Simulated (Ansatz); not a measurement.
**Alloy of Si and Ge (24 of 128 Si sites exchanged), 128 atoms**

How does this alloy cell relax, and what gap do PBEsol and HSE06 give?

All numbers are computed with Ansatz 0.2.0 (PAW, plane waves).

## Step 1: Starting point

128 atoms (24 Ge, 104 Si); a = 15.497 Å, b = 15.497 Å, c = 15.497 Å, α = 60.00°, β = 60.00°, γ = 60.00°. All atoms were shaken off their sites by about 0.02 Å along each axis.

Steps to follow: (2) PBEsol cell relaxation at the single k point (½, ½, ½), on 1 × NVIDIA GB200 with 8 threads of Arm Neoverse-V2; (3) HSE06 single point at the Γ point alone, on 1 × NVIDIA GB200 with 8 threads of Arm Neoverse-V2.

## Step 2: Relaxing cell and atoms with PBEsol

Contents of in.yaml:

```yaml
crystal:
  lattice:
    - [0.000000, 10.957844, 10.957844]
    - [10.957844, 0.000000, 10.957844]
    - [10.957844, 10.957844, 0.000000]
  atoms:
    - { symbol: Ge, position: [0.000170, 0.000439, 0.997407] }
    - { symbol: Ge, position: [0.000658, 0.002481, 0.498051] }
    - { symbol: Ge, position: [0.250086, 0.247319, 0.250071] }
    - { symbol: Ge, position: [0.250567, 0.749073, 0.249143] }
    - { symbol: Ge, position: [0.750117, 0.749605, 0.748394] }
    - { symbol: Ge, position: [0.311930, 0.814107, 0.811846] }
    - { symbol: Ge, position: [0.000673, 0.995604, 0.255019] }
    - { symbol: Ge, position: [0.250307, 0.250059, 0.000532] }
    - { symbol: Ge, position: [0.499256, 0.000512, 0.751649] }
    - { symbol: Ge, position: [0.747855, 0.251354, 0.500226] }
    - { symbol: Ge, position: [0.998861, 0.502362, 0.751529] }
    - { symbol: Ge, position: [0.061672, 0.063221, 0.309806] }
    - { symbol: Ge, position: [0.809567, 0.311497, 0.064040] }
    - { symbol: Ge, position: [0.813477, 0.813661, 0.061976] }
    - { symbol: Ge, position: [0.809750, 0.812277, 0.564226] }
    - { symbol: Ge, position: [0.000755, 0.748909, 0.000383] }
    - { symbol: Ge, position: [0.248423, 0.502502, 0.249719] }
    - { symbol: Ge, position: [0.498489, 0.745577, 0.002647] }
    - { symbol: Ge, position: [0.562009, 0.312715, 0.064451] }
    - { symbol: Ge, position: [0.062936, 0.313840, 0.563039] }
    - { symbol: Ge, position: [0.314923, 0.561716, 0.311708] }
    - { symbol: Ge, position: [0.748179, 0.999515, 0.501185] }
    - { symbol: Ge, position: [0.498892, 0.247817, 0.751595] }
    - { symbol: Ge, position: [0.060015, 0.813799, 0.313693] }
    - { symbol: Si, position: [0.504019, 0.995958, 0.003207] }
    - { symbol: Si, position: [0.000461, 0.499175, 0.001410] }
    - { symbol: Si, position: [0.500090, 0.498631, 0.000251] }
    - { symbol: Si, position: [0.501096, 0.998121, 0.500432] }
    - { symbol: Si, position: [0.749372, 0.252292, 0.248669] }
    - { symbol: Si, position: [0.003432, 0.497891, 0.501682] }
    - { symbol: Si, position: [0.248318, 0.249718, 0.751297] }
    - { symbol: Si, position: [0.498256, 0.503794, 0.499365] }
    - { symbol: Si, position: [0.750667, 0.749718, 0.252418] }
    - { symbol: Si, position: [0.751847, 0.245626, 0.750325] }
    - { symbol: Si, position: [0.249201, 0.750145, 0.749945] }
    - { symbol: Si, position: [0.065886, 0.060483, 0.060995] }
    - { symbol: Si, position: [0.564719, 0.059893, 0.063594] }
    - { symbol: Si, position: [0.060564, 0.560857, 0.062322] }
    - { symbol: Si, position: [0.060010, 0.062269, 0.564395] }
    - { symbol: Si, position: [0.311349, 0.312063, 0.311722] }
    - { symbol: Si, position: [0.562941, 0.561029, 0.064577] }
    - { symbol: Si, position: [0.561088, 0.063829, 0.561369] }
    - { symbol: Si, position: [0.814358, 0.313810, 0.309322] }
    - { symbol: Si, position: [0.060951, 0.562951, 0.561914] }
    - { symbol: Si, position: [0.314478, 0.810754, 0.311475] }
    - { symbol: Si, position: [0.311048, 0.311737, 0.814837] }
    - { symbol: Si, position: [0.564335, 0.562974, 0.564430] }
    - { symbol: Si, position: [0.812929, 0.812463, 0.315109] }
    - { symbol: Si, position: [0.810992, 0.309854, 0.813742] }
    - { symbol: Si, position: [0.811968, 0.814209, 0.810216] }
    - { symbol: Si, position: [0.497411, 0.998782, 0.251942] }
    - { symbol: Si, position: [0.750486, 0.251750, 0.999298] }
    - { symbol: Si, position: [0.999149, 0.499728, 0.250975] }
    - { symbol: Si, position: [0.251035, 0.750954, 0.999405] }
    - { symbol: Si, position: [0.000466, 0.000020, 0.748607] }
    - { symbol: Si, position: [0.249538, 0.248773, 0.501432] }
    - { symbol: Si, position: [0.500392, 0.500469, 0.250363] }
    - { symbol: Si, position: [0.750888, 0.748699, 0.000325] }
    - { symbol: Si, position: [0.246618, 0.753089, 0.501031] }
    - { symbol: Si, position: [0.501156, 0.499185, 0.751179] }
    - { symbol: Si, position: [0.748383, 0.751299, 0.498987] }
    - { symbol: Si, position: [0.313361, 0.315451, 0.061324] }
    - { symbol: Si, position: [0.561735, 0.064409, 0.310754] }
    - { symbol: Si, position: [0.062476, 0.561872, 0.314277] }
    - { symbol: Si, position: [0.313146, 0.809217, 0.063997] }
    - { symbol: Si, position: [0.063483, 0.062357, 0.810911] }
    - { symbol: Si, position: [0.311767, 0.313622, 0.560037] }
    - { symbol: Si, position: [0.562611, 0.562530, 0.314173] }
    - { symbol: Si, position: [0.561576, 0.062842, 0.813892] }
    - { symbol: Si, position: [0.809992, 0.313037, 0.563563] }
    - { symbol: Si, position: [0.061437, 0.561412, 0.813609] }
    - { symbol: Si, position: [0.312499, 0.812175, 0.562320] }
    - { symbol: Si, position: [0.558371, 0.567121, 0.813657] }
    - { symbol: Si, position: [0.999328, 0.250992, 0.998922] }
    - { symbol: Si, position: [0.248678, 0.000352, 0.250001] }
    - { symbol: Si, position: [0.498413, 0.249191, 0.001652] }
    - { symbol: Si, position: [0.751757, 0.998842, 0.251252] }
    - { symbol: Si, position: [0.998206, 0.250207, 0.501293] }
    - { symbol: Si, position: [0.252288, 0.001045, 0.746263] }
    - { symbol: Si, position: [0.499731, 0.249606, 0.501177] }
    - { symbol: Si, position: [0.750440, 0.502604, 0.247264] }
    - { symbol: Si, position: [0.749691, 0.999967, 0.750201] }
    - { symbol: Si, position: [0.998941, 0.748760, 0.502490] }
    - { symbol: Si, position: [0.250851, 0.498352, 0.751739] }
    - { symbol: Si, position: [0.499906, 0.749055, 0.502057] }
    - { symbol: Si, position: [0.751534, 0.499900, 0.750369] }
    - { symbol: Si, position: [0.062075, 0.313922, 0.063630] }
    - { symbol: Si, position: [0.311252, 0.064331, 0.312466] }
    - { symbol: Si, position: [0.811888, 0.062019, 0.314454] }
    - { symbol: Si, position: [0.060886, 0.810706, 0.064088] }
    - { symbol: Si, position: [0.563121, 0.812074, 0.061787] }
    - { symbol: Si, position: [0.312968, 0.063419, 0.812377] }
    - { symbol: Si, position: [0.560867, 0.310642, 0.564851] }
    - { symbol: Si, position: [0.813133, 0.561878, 0.313593] }
    - { symbol: Si, position: [0.813913, 0.059571, 0.812090] }
    - { symbol: Si, position: [0.063122, 0.810183, 0.562064] }
    - { symbol: Si, position: [0.312417, 0.561851, 0.811199] }
    - { symbol: Si, position: [0.560293, 0.812963, 0.563677] }
    - { symbol: Si, position: [0.811936, 0.562853, 0.811482] }
    - { symbol: Si, position: [0.251754, 0.998641, 0.999718] }
    - { symbol: Si, position: [0.750407, 0.998880, 0.000506] }
    - { symbol: Si, position: [0.998001, 0.251528, 0.251138] }
    - { symbol: Si, position: [0.250673, 0.500080, 0.998920] }
    - { symbol: Si, position: [0.248212, 0.000740, 0.499732] }
    - { symbol: Si, position: [0.503013, 0.247587, 0.250692] }
    - { symbol: Si, position: [0.750259, 0.499580, 0.999561] }
    - { symbol: Si, position: [0.000387, 0.748638, 0.247941] }
    - { symbol: Si, position: [0.002545, 0.250406, 0.747452] }
    - { symbol: Si, position: [0.248583, 0.500231, 0.501070] }
    - { symbol: Si, position: [0.496111, 0.751475, 0.251973] }
    - { symbol: Si, position: [0.751030, 0.499113, 0.499223] }
    - { symbol: Si, position: [0.998988, 0.751693, 0.748730] }
    - { symbol: Si, position: [0.500298, 0.750357, 0.750460] }
    - { symbol: Si, position: [0.312702, 0.064109, 0.061049] }
    - { symbol: Si, position: [0.815450, 0.061589, 0.060458] }
    - { symbol: Si, position: [0.063285, 0.312999, 0.313399] }
    - { symbol: Si, position: [0.314452, 0.560073, 0.064528] }
    - { symbol: Si, position: [0.309836, 0.064832, 0.564341] }
    - { symbol: Si, position: [0.559027, 0.314813, 0.314541] }
    - { symbol: Si, position: [0.813603, 0.562808, 0.062235] }
    - { symbol: Si, position: [0.813268, 0.061289, 0.563172] }
    - { symbol: Si, position: [0.061604, 0.316851, 0.810709] }
    - { symbol: Si, position: [0.315669, 0.562540, 0.562620] }
    - { symbol: Si, position: [0.561703, 0.812155, 0.313434] }
    - { symbol: Si, position: [0.559344, 0.312109, 0.813498] }
    - { symbol: Si, position: [0.810064, 0.561585, 0.564415] }
    - { symbol: Si, position: [0.063001, 0.808901, 0.815352] }
    - { symbol: Si, position: [0.560484, 0.814139, 0.812649] }
kpoints:
  mp_grid: { grid: [1, 1, 1], shift: [0.5, 0.5, 0.5] }
hamiltonian:
  xc: pbesol
scf:
  occupations: { method: fermi_dirac, width: 0.01 }
relax:
  f_tol: 0.03
  max_steps: 80
  escape_saddle: false
  adjacent_minimum: "off"
  cell: { fix: [shape] }
output:
  forces: true
  eigenvalues: true
  populations: true
```

On the command line:

```
$ ansatz run in.yaml --threads 8 --pin off --max-ram 118750MiB --runs-dir r --events-out ev --progress --plain --backend cuda --devices 0, --max-vram 170GiB
```

The runs that follow: Single point with HSE06.

Before running it: what results should come out? Wanted: for each run, top filled to lowest empty.

**Answer**, as computed:

| level | time | k points | top filled to lowest empty (eV) |
| --- | --- | --- | --- |
| PBEsol, relaxation | 4.8 s (GPU) | (½, ½, ½) | 0.93 |
| HSE06 | 67 s (GPU) | Γ | 1.22 |

| quantity | value |
| --- | --- |
| relaxation | 4 recorded steps, 1.70 eV gained |
| largest shift | 0.12 Å (Ge7) |
| relaxed cell | a = 15.480 Å, b = 15.480 Å, c = 15.480 Å, α = 60.00°, β = 60.00°, γ = 60.00° |
| mean bonds | Ge–Ge 2.430, Ge–Si 2.393, Si–Si 2.356 Å |

**In words.** Relaxation gains 1.70 eV, with shifts up to 0.12 Å (Ge7), while the volume changes by -0.3 %. The mean lengths of the listed bonds run from Si–Si 2.36 Å to Ge–Ge 2.43 Å. Rows on different k points differ by sampling as well as by level. Spin–orbit coupling is left out, which matters for the band edges of the heavier elements here. With one k point the spacing samples only the states that fold onto it, so it can exceed the gap over the zone.
